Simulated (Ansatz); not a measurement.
InAg3, space group Pm-3m: an equation of state with a fit, run with Ansatz's Python interface.

The script, `eos_inag3.py`:
```python
from dataclasses import dataclass

import ansatz as az
from ase.eos import EquationOfState
from ase.units import GPa
import numpy as np


@dataclass
class RunConfig:
    smearing: str = "gaussian"
    max_iterations: int = 85
    kmesh: tuple[int, ...] = (6, 6, 6)


opts = RunConfig()

vectors0 = np.array([
    [4.144, 0.0, 0.0],
    [0.0, 4.144, 0.0],
    [0.0, 0.0, 4.144],
])
sites = [
    ("In", (0.0, 0.0, 0.0)),
    ("Ag", (0.0, 0.5, 0.5)),
    ("Ag", (0.5, 0.0, 0.5)),
    ("Ag", (0.5, 0.5, 0.0)),
]


def on_lattice(cell):
    crystal = az.Crystal(lattice=az.Lattice.of(cell))
    for symbol, position in sites:
        crystal = crystal.atom(symbol, position)
    return crystal

volumes, energies, pressures = [], [], []
for scale in np.linspace(0.95, 1.07, 5):
    cell = vectors0 * scale ** (1 / 3)
    calculation = (
        on_lattice(cell).calculation()
        .basis(38 * az.Ry)
        .occupations(opts.smearing, width=150 * az.meV)
        .pseudopotentials("paw")
        .functional(az.Functional.PBESOL)
        .scf(max_iterations=opts.max_iterations)
        .kpoints(*opts.kmesh)
        .stress()
    )
    data = calculation.run(threads=1, pin="off").report
    volumes.append(abs(np.linalg.det(cell)) / len(sites))
    energies.append(data["free_energy_ev"] / len(sites))
    pressures.append(np.trace(data["stress_gpa"]) / 3)
    print(f"V = {volumes[-1]:8.4f} A^3/atom  F = {energies[-1]:.5f} eV/atom  P = {pressures[-1]:8.3f} GPa")

eos = EquationOfState(volumes, energies, eos="birchmurnaghan")
v0, e0, bulk = eos.fit()
print(f"V0 = {v0:.4f} A^3/atom, E0 = {e0:.5f} eV/atom, B = {bulk / GPa:.1f} GPa")
```

From its runs, with one value withheld:

| V (Å³/atom) | F less the lowest row shown (meV/atom) |
| --- | --- |
| 16.901 | 11.85 |
| 17.435 | ? |
| 17.969 | 0.00 |
| 18.503 | 9.83 |
| 19.036 | 27.60 |

What is the missing energy at 17.435 Å³ an atom?

A third-order Birch-Murnaghan fit, E = E0 + (9 V0 B0 / 16) [(t - 1)³ B' + (t - 1)² (6 - 4t)] with t = (V0/V)^(2/3), through the 4 rows shown gives V0 = 17.694 Å³, B0 = 107.6 GPa, B' = 5.74 and E0 = -1.38 meV. At V = 17.435 Å³, t = 1.00989, and the fit interpolates to -0.06 meV. The run gave -0.05 meV, a miss of 0.01 meV.

Caveats:
- For a metal this k-point mesh is coarse: on a finer one energies can move by several to tens of meV an atom and pressures by half a GPa or more, differences at one mesh by less.
- Pressure is positive in compression.
- The starting cell is as deposited in a crystallographic database; the results hold for this polymorph, which needn't be the stable one.
- It ran for 11 s on 1 thread of Intel(R) Xeon(R) Processor @ 2.30GHz, with other jobs on the host, peak memory 0.57 GiB.
